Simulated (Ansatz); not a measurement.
Sc, space group Fm-3m, a series of slab calculations

Computed with Ansatz's Python interface.

Contents of `sc.vasp`:
```text
Sc
1.0
   0.00000000    2.26000000    2.26000000
   2.26000000    0.00000000    2.26000000
   2.26000000    2.26000000    0.00000000
Sc
1
Direct
   0.00000000    0.00000000    0.00000000
```

Script `sc.py`:
```python
"""Surface of Sc against the number of layers."""

from dataclasses import dataclass
import warnings

import ansatz as az
from ase.build import surface
from ase.io import read
import numpy as np
import pandas as pd


@dataclass
class Options:
    functional: str = "lda"
    occupations: str = "Gaussian"
    width_ev: float = 0.1
    kmesh: tuple[int, ...] = (6, 6, 1)


settings = Options()


def main() -> None:
    warnings.simplefilter("ignore", az.DeckWarning)

    atoms = read("sc.vasp", format="vasp")
    # the plane is named in the basis of this cell
    rows = []
    for value in [2, 3, 4, 5]:
        slab = surface(atoms, (1, 0, 0), value, vacuum=8.0)
        slab.pbc = True
        calc = (
            az.Crystal.from_ase(slab).calculation()
            .functional(settings.functional)
            .basis(16 * az.Ha)
            .occupations(settings.occupations, width=settings.width_ev)  # the run then minimises F = E - TS
            .kpoints(*settings.kmesh)  # the mesh must be finer for metals
            .electric_field(axis=3, dipole_correction=True)
        )
        rep = calc.run(threads=1, backend="cpu").report
        face = rep["work_function"]
        rows.append((value, len(slab), rep["free_energy_ev"], face["dipole_moment_e_ang"], face.get("phi_plus_ev"), face.get("phi_minus_ev")))

    print(pd.DataFrame(rows, columns=["layers", "atoms", "F (eV)", "dipole (e A)", "phi upper (eV)", "phi lower (eV)"]).round(4).to_string(index=False))
    # the slope is the bulk energy, the intercept twice the surface energy
    slope, intercept = np.polyfit([row[1] for row in rows[1:]], [row[2] for row in rows[1:]], 1)
    area = np.linalg.norm(np.cross(slab.cell[0], slab.cell[1]))
    print(f"bulk {slope:.4f} eV/atom, mean surface energy {intercept / (2 * area) * 16.02177:.3f} J/m^2")


if __name__ == "__main__":
    main()
```

```console
$ python sc.py
 layers  atoms      F (eV)  dipole (e A)  phi upper (eV)  phi lower (eV)
      2      2  -4176.4273          -0.0          3.8789          3.8789
      3      3  -6265.3827          -0.0          3.7817          3.7816
      4      4  -8354.3470          -0.0          3.8134          3.8134
      5      5 -10443.3244          -0.0          3.8284          3.8283
bulk -2088.9709 eV/atom, mean surface energy 1.387 J/m^2
```

Caveats:
- Total energies depend on the potentials; only differences at equal settings carry meaning.
- This isn't the structure that Sc takes at ambient conditions.
- The slabs are thin, unrelaxed cuts of the structure as given, on a modest mesh, so the surface energy isn't converged; Miller indices refer to the cell as typed, and unlike faces give only a mean.
- Wall time of the script: 9.5 s on 1 thread of Arm Neoverse V2, on a shared host, peak memory 0.47 GiB.
